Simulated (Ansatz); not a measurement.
# CH5ClSeSn: basis-set convergence

One table from this session's results is given with a row withheld; the runs are named, their logs left out.

Program: Ansatz 0.2.0, Gaussian basis. Level of theory: one geometry, several basis sets. These are calculated values, not measurements.

Levels to be run: PBE0-D4/def2-SVP; ωB97M-V/def2-SVP; PBE0-D4/def2-QZVPP; ωB97M-V/def2-QZVPP; the functionals' def2-TZVPP values are taken from earlier runs.

## The relaxed structure

The geometry comes from an earlier relaxation with PBE0-D4 in a triple-zeta def2 set; it is a stationary point, not always the lowest conformer. Sn takes the def2 core potential; no spin-orbit term is included.

SMILES `C[Se][SnH2][Cl]`, 9 atoms, charge 0, spin multiplicity 1.

Atoms are counted from 1 here; the program's logs count them from 0.

Bond lengths: C1–Se2 1.960 Å, C1–H5 1.089 Å, C1–H6 1.088 Å, C1–H7 1.088 Å, Se2–Sn3 2.501 Å, Sn3–Cl4 2.342 Å, Sn3–H8 1.704 Å, Sn3–H9 1.700 Å. Angles: Se2–C1–H5 105.9°, Se2–C1–H6 110.0°, Se2–C1–H7 110.7°, H5–C1–H6 109.6°, H5–C1–H7 109.6°, H6–C1–H7 110.9°, C1–Se2–Sn3 96.2°, Se2–Sn3–Cl4 107.3°, Se2–Sn3–H8 112.1°, Se2–Sn3–H9 110.5°, Cl4–Sn3–H8 103.8°, Cl4–Sn3–H9 107.5°, H8–Sn3–H9 115.1°.

Set-up of the first run:

in.yaml

```yaml
crystal:
  periodic: [false, false, false]
  atoms:
    - {symbol: C, position_ang: [-0.973262, 0.663253, -1.206467]}
    - {symbol: Se, position_ang: [-0.683015, -1.224619, -0.765235]}
    - {symbol: Sn, position_ang: [0.790226, -0.815071, 1.213975]}
    - {symbol: Cl, position_ang: [2.633548, 0.420607, 0.465861]}
    - {symbol: H, position_ang: [-1.575936, 0.667658, -2.113138]}
    - {symbol: H, position_ang: [-0.020558, 1.152068, -1.398257]}
    - {symbol: H, position_ang: [-1.514091, 1.165746, -0.407289]}
    - {symbol: H, position_ang: [0.054182, 0.208954, 2.360148]}
    - {symbol: H, position_ang: [1.377404, -2.284796, 1.833401]}
basis:
  gaussian: {orbitals: def2-SVP}
hamiltonian: {xc: pbe0, dispersion: d4}
output: {orbitals: {seedname: orbitals}}
```

Steps of the session up to this table: PBE0-D4 in def2-SVP; ωB97M-V in def2-SVP; PBE0-D4 in def2-QZVPP; ωB97M-V in def2-QZVPP.

One of the session's tables, all rows but one given; the rest of the session is left out.

It belongs to the step «Functionals by basis». 

```
functional       basis  HOMO (eV)
   PBE0-D4    def2-SVP      -6.77
   PBE0-D4  def2-TZVPP      -6.88
   PBE0-D4  def2-QZVPP          ?
   ωB97M-V    def2-SVP      -8.89
   ωB97M-V  def2-TZVPP      -9.03
   ωB97M-V  def2-QZVPP      -9.05
```

Q: Estimate the row for PBE0-D4, def2-QZVPP from the others.

As computed: HOMO (eV): -6.90. In the column «HOMO (eV)» it lies between ωB97M-V, def2-SVP (-8.89) and PBE0-D4, def2-TZVPP (-6.88).
